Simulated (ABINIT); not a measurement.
Set up this calculation in ABINIT 10.8.3 (patched build), as the native input.

```
Task                : band structure
Functional          : LDA
Potentials or basis : JTH PAW LDA v2.0
Cutoff              : 517 eV
k mesh              : 6 × 6 × 6
Occupations         : fermi-dirac, width 0.05 eV
Spin                : collinear spin, ferromagnetic start
Starting moments    : [0.0, 0.0, 2.0, 0.0, 0.0, 0.0] μB
Fine-grid cutoff    : 1034.03 eV
```

The system is VW2C3.

```
CELL_PARAMETERS angstrom
-1.52449 2.16193 4.58503
1.52449 -2.16193 4.58503
1.52449 2.16193 -4.58503
ATOMIC_POSITIONS crystal
W 0.83402 0.33402 0.50000
W 0.16598 0.66598 0.50000
V 0.50000 0.00000 0.50000
C 0.33904 0.33904 0.00000
C 0.66096 0.66096 0.00000
C 0.00000 0.00000 0.00000
```

The cell comes from a database or a generator and needn't be the stable form of this composition.

The input as run:

run.abi

```
# Datasets: ground state, then fixed potential
ndtset 2

# Pseudopotentials
pp_dirpath "./"
pseudos "W.LDA_PW-JTH.xml, V.LDA_PW-JTH.xml, C.LDA_PW-JTH.xml"

# Structure
acell 3*1.0
rprim
    -2.8808591311     4.0854556006     8.6644490835
     2.8808591311    -4.0854556006     8.6644490835
     2.8808591311     4.0854556006    -8.6644490835
ntypat 3
znucl 74 23 6
natom 6
typat 1 1 2 3 3 3
xred
     0.8340170000     0.3340170000     0.5000000000
     0.1659830000     0.6659830000     0.5000000000
     0.5000000000     0.0000000000     0.5000000000
     0.3390390000     0.3390390000     0.0000000000
     0.6609610000     0.6609610000     0.0000000000
     0.0000000000     0.0000000000     0.0000000000
chkprim 0
chksymtnons 0
tolsym 1.0e-6

# Plane-wave basis
ecut 19.0
pawecutdg 38.0

# Exchange and correlation
ixc 7

# Bands and occupations
occopt 3
tsmear 0.00183747

# Spin
nsppol 2
spinat
     0.0000000000     0.0000000000     0.0000000000
     0.0000000000     0.0000000000     0.0000000000
     0.0000000000     0.0000000000     2.0000000000
     0.0000000000     0.0000000000     0.0000000000
     0.0000000000     0.0000000000     0.0000000000
     0.0000000000     0.0000000000     0.0000000000

# SCF cycle
nstep 100

# Output
iomode 3
prtwf 0
prteig 0
prtebands 0
prtden1 1
prtvha1 1
prtvclmb1 1
prtpot1 1

# Dataset 1
kptopt1 1
ngkpt1 6 6 6
nshiftk1 1
shiftk1 0.0 0.0 0.0
nband1 33
tolvrs1 1.0e-9

# Dataset 2: bands along G-X-L-T-W-R-X1-Z-G-Y-S-W
iscf2 -2
getden2 1
nband2 39
nbdbuf2 4
tolwfr2 1.0e-11
kptopt2 -11
ndivsm2 5
prteig2 1
prtvol2 -3
kptbounds2
     0.0000000000     0.0000000000     0.0000000000
    -0.2776377158     0.2776377158     0.2776377158
    -0.4720550859     0.4720550859     0.0832203456
    -0.5000000000     0.5000000000     0.0000000000
    -0.7500000000     0.2500000000     0.2500000000
    -0.5000000000     0.0000000000     0.5000000000
    -0.7223622842    -0.2776377158     0.7223622842
    -0.5000000000    -0.5000000000     0.5000000000
     0.0000000000     0.0000000000     0.0000000000
    -0.3055826298     0.3055826298    -0.3055826298
    -0.5000000000     0.0000000000     0.0000000000
    -0.7500000000     0.2500000000     0.2500000000
```

Potentials or basis: JTH PAW LDA v2.0.

Run with:

```console
$ mpirun --bind-to none -np 4 abinit run.abi > log 2>&1
```

Results of the run:

The pressure is -15.8 GPa and the largest force is 0.102 eV/Å. The band gap on the k mesh is none (metal or under the smearing width). The net moment is 0.00 μB per cell. The valence electrons inside the program's atomic spheres are W 11.85; V 11.32; C 2.46, 2.49.

Caveat: the k mesh is coarse (spacing up to 0.42 Å⁻¹), so the values aren't converged; spin-orbit coupling is left out, which moves the levels of the heavy elements.

Run time: 4.9 min on 4 MPI ranks on Arm Neoverse V2, with other jobs on the host, peak memory 0.92 GiB a rank.
